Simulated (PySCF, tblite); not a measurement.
**C6H7FN radical: geometry, infrared bands and EPR parameters**

Wanted: the infrared bands and EPR parameters of C6H7FN radical (`[H]/N=C1/C(F)=CC[C@@H]1[CH2]`), by calculation.

Programs: tblite 0.8.0 and PySCF 2.14.0, with density-fitted response routines of our own. Each step states its level of theory. These are calculated values for one molecule in the gas phase, unless marked as measured. Atoms count from 0, in the outputs and in this text.

### 1 The starting structure

15 atoms, charge 0, multiplicity 2; geometry from: force field or distance geometry start.

Bonds of the start (Å): C0–C1 1.51, C1–C2 1.52, C2–C3 1.49, C3–C4 1.33, C4–F5 1.35, C4–C6 1.44, C6–N7 1.29, C6–C1 1.50, C0–H8 1.10, C0–H9 1.12, C1–H10 1.10, C2–H11 1.11, C2–H12 1.11, C3–H13 1.07, N7–H14 1.04.

### 2 Relaxing the molecule with GFN2-xTB

Job settings and geometry (Å):

```
{"job": {"kind": "relax", "xc": "GFN2-xTB", "basis": "xTB"}, "charge": 0, "multiplicity": 2}
C     -1.275100    -0.823300    -0.992800
C     -0.470700    -0.586700     0.264300
C      0.963000    -1.048300     0.054400
C      1.721800     0.179400    -0.304500
C      0.977100     1.250400    -0.060700
F      1.362500     2.529400    -0.278200
C     -0.328600     0.892600     0.436500
N     -1.188900     1.703300     0.940600
H     -1.695600     0.112800    -1.378400
H     -2.109700    -1.498800    -0.674900
H     -0.904100    -1.062300     1.156500
H      1.057500    -1.731000    -0.811800
H      1.277400    -1.491800     1.021700
H      2.720700     0.219600    -0.674400
H     -2.111800     1.362700     1.279800
```

The run is started by

```
> OMP_NUM_THREADS=1 python probes_run.py task.json out
```

One launch serves the whole session: the jobs run in the order shown.

**Question.** This job is followed by: GFN2-xTB harmonic vibrations, gas phase; UKS B3LYP, pcH-1 on C F H N, non-relativistic, mean-field spin-orbit, GIAO. What will the session give for the following? strongest single infrared mode (GFN2-xTB); zero-point energy (GFN2-xTB); g(iso) (B3LYP); ⟨S²⟩; largest a(iso) (averaged by class); potential on the surface of density 0.002 e/bohr³, 1st and 99th percentile.

As calculated:

```
                                                                  quantity                  value
                                 strongest single infrared mode (GFN2-xTB)  1737 cm⁻¹, 308 km/mol
                                              zero-point energy (GFN2-xTB)          70.8 kcal/mol
                                                            g(iso) (B3LYP)                2.00270
                                                                      ⟨S²⟩     0.754 (exact 0.75)
                                        largest a(iso) (averaged by class)   13C on C0, 103.8 MHz
potential on the surface of density 0.002 e/bohr³, 1st and 99th percentile     -2.02 V and 1.43 V
```

What this shows: The optimisation took 99 steps and gained 0.797 eV; among the close pairs (by a distance rule), C1–C6 changed most, from 1.496 to 1.552 Å. No mode is imaginary among the 39: a minimum at this level. The strongest single mode, at 1737 cm⁻¹, moves mainly C6 and N7. GFN2-xTB is a fitted tight-binding method: band positions and strengths are rough. Its intensities can rank the bands wrongly. Most of the unpaired spin sits on C0 (1.05 e). The isotropic g lies 0.4 ppt above the free-electron value. The conformer search found further structures of the same energy, which may be mirror or relabelled copies of this one.
